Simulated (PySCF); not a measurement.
**CH4F2Si (SMILES C[SiH](F)F): TPSS/cc-pVDZ**

What is the energy change on altering one bond length of CH4F2Si at TPSS/cc-pVDZ? 

The results are computed with PySCF 2.14.0.

2 further runs of the same task are left out: 2 set aside as unsound or not needed.

## (1) The molecule

The species is CH4F2Si (8 atoms), meant as a singlet with charge 0. SMILES: `C[SiH](F)F`. The coordinates come from a PBE0-D4/def2-TZVP relaxation.

Bond lengths: C1–Si2 1.840 Å, Si2–F3 1.591 Å, Si2–F4 1.591 Å, C1–H5 1.092 Å, C1–H6 1.093 Å, C1–H7 1.093 Å, Si2–H8 1.477 Å. Some angles: C1–Si2–F3 109.8°, C1–Si2–F4 109.8°, F3–Si2–F4 106.8°, C1–Si2–H8 114.8°, F3–Si2–H8 107.6°, F4–Si2–H8 107.6°, Si2–C1–H5 110.7°, Si2–C1–H6 110.6°, Si2–C1–H7 110.6°, H5–C1–H6 108.3°.

## (2) A single-point energy at TPSS/cc-pVDZ

File job.py:

```python
# C[SiH](F)F
from pyscf import gto, dft

mol = gto.Mole()
mol.atom = '''
C     -0.731513     1.666172    -0.330135
Si     0.622287    -1.464916     0.341285
F      3.621282    -1.281801     0.428401
F     -0.066896    -3.371082    -1.878388
H     -0.025322     2.398062    -2.126698
H     -0.231869     3.006554     1.158969
H     -2.790748     1.557890    -0.437283
H     -0.223177    -2.618593     2.738213
'''
mol.unit = 'bohr'
mol.max_memory = 1860
mol.basis = 'cc-pvdz'
mol.verbose = 3
mol.build()

calc0 = dft.RKS(mol)
calc0.xc = 'tpss'
calc0.grids.level = 5
calc0.conv_tol = 1e-10
calc0.kernel()
if not calc0.converged:
    calc0 = calc0.newton().run(calc0.mo_coeff, calc0.mo_occ)

e_tot = calc0.e_tot
print('E(%s) = %.9f' % ('TPSS', e_tot))
```

On the command line:

```sh
$ OMP_NUM_THREADS=1 python job.py
```

Log:

```text
converged SCF energy = -529.85866529511
E(TPSS) = -529.858665295
```

It took 31 s on 1 thread of Intel Xeon at 2.70GHz, shared host; peak memory 0.42 GiB.

## (3) The distorted shape

File input.py:

```python
from pyscf import gto, dft

mol = gto.Mole()
mol.atom = '''
C     -1.137643     2.605477    -0.531557
Si     0.622287    -1.464916     0.341285
F      3.621282    -1.281801     0.428401
F     -0.066896    -3.371082    -1.878388
H     -0.431453     3.337368    -2.328120
H     -0.638000     3.945860     0.957547
H     -3.196878     2.497196    -0.638705
H     -0.223177    -2.618593     2.738213
'''
mol.basis = 'cc-pvdz'
mol.charge = 0
mol.max_memory = 1860
mol.unit = 'bohr'
mol.verbose = 3
mol.build()

mf = dft.RKS(mol, xc='tpss')
mf.grids.level = 5
mf.conv_tol = 1e-10
mf.kernel()
if not mf.converged:
    mf = mf.newton().run(mf.mo_coeff, mf.mo_occ)

energy = mf.e_tot
print('E(%s) = %.9f' % ('TPSS', energy))
```

On the command line:

```sh
$ OMP_NUM_THREADS=1 python input.py
```

Log:

```text
converged SCF energy = -529.812510009796
E(TPSS) = -529.812510010
```

It took 26 s on 1 thread of Intel Xeon at 2.70GHz, shared host; peak memory 0.42 GiB.

## (4) Summary of results

At TPSS/cc-pVDZ:

| quantity | value |
| --- | --- |
| first shape: total energy | -529.85867 Eh |
| first shape: dipole moment | 2.02 D |
| first shape: HOMO energy | -7.91 eV |
| first shape: LUMO energy | 0.86 eV |
| first shape: HOMO–LUMO gap | 8.77 eV |
| distorted shape: total energy | -529.81251 Eh |
| distorted shape: dipole moment | 1.43 D |
| distorted shape: HOMO energy | -7.06 eV |
| distorted shape: LUMO energy | -0.66 eV |
| distorted shape: HOMO–LUMO gap | 6.39 eV |
| energy change with the C1–Si2 bond stretched from 1.840 to 2.392 Å | 1.256 eV |

**Reading.** With the C1–Si2 bond stretched from 1.840 to 2.392 Å the energy rises by 1.26 eV (121 kJ/mol). The first shape isn't relaxed at this level, so the change isn't measured from a minimum. Mulliken charges (distorted shape) run from -0.31 on C1 to +0.76 on Si2.
